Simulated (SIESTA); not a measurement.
Crystal: GaSb3.

```
CELL_PARAMETERS angstrom
0.00000 3.73060 3.73060
3.73060 0.00000 3.73060
3.73060 3.73060 0.00000
ATOMIC_POSITIONS crystal
Sb 0.50000 0.50000 0.50000
Sb 0.75000 0.75000 0.75000
Sb 0.25000 0.25000 0.25000
Ga 0.00000 0.00000 0.00000
```

The cell comes from a database or a generator and needn't be the stable form of this composition.

* Program: SIESTA 5.4.2
* Task: single point
* Functional: PBE
* Potentials or basis: PseudoDojo 0.4 standard (PBE files)
* Basis: DZP (energy shift 0.003 Ry; two zetas on semicore shells)
* Grid cutoff: 800 Ry
* Energy shift: 0.003 Ry
* k mesh: 6 × 6 × 6
* Occupations: fermi-dirac, width 0.05 eV
* Spin: no spin polarisation

On this cell: pressure 0.9 GPa; largest force zero by symmetry; band gap on the k mesh none (metal or under the smearing width).

The same run follows on a disturbed copy (atoms moved at random, drawn with an rms of 0.05 Å):

```
Sb Ga
1.0
     0.00000    3.73060    3.73060
     3.73060    0.00000    3.73060
     3.73060    3.73060    0.00000
Sb Ga
3 1
Direct
  0.50031 0.50350 0.49744
  0.75419 0.75328 0.75013
  0.24185 0.26492 0.25236
  0.00685 0.00417 0.99441
```

Task: What does the disturbed cell give?

Result: The energy (extrapolated to zero smearing) moves by +0.9 meV/atom; pressure 1.0 GPa; largest force 0.108 eV/Å; band gap on the k mesh none (metal or under the smearing width).

Forces on the atoms (eV/Å):
```
Sb   0.026  0.023  0.036
Sb   0.048 -0.050 -0.014
Sb  -0.097  0.046  0.004
Ga   0.024 -0.019 -0.027
```

Stress tensor (GPa, compression positive):
```
 0.97  0.00 -0.31
 0.00  0.99  0.42
-0.31  0.42  0.95
```

Caveats: the basis of atomic orbitals isn't converged, which shifts pressures, moduli and gaps.
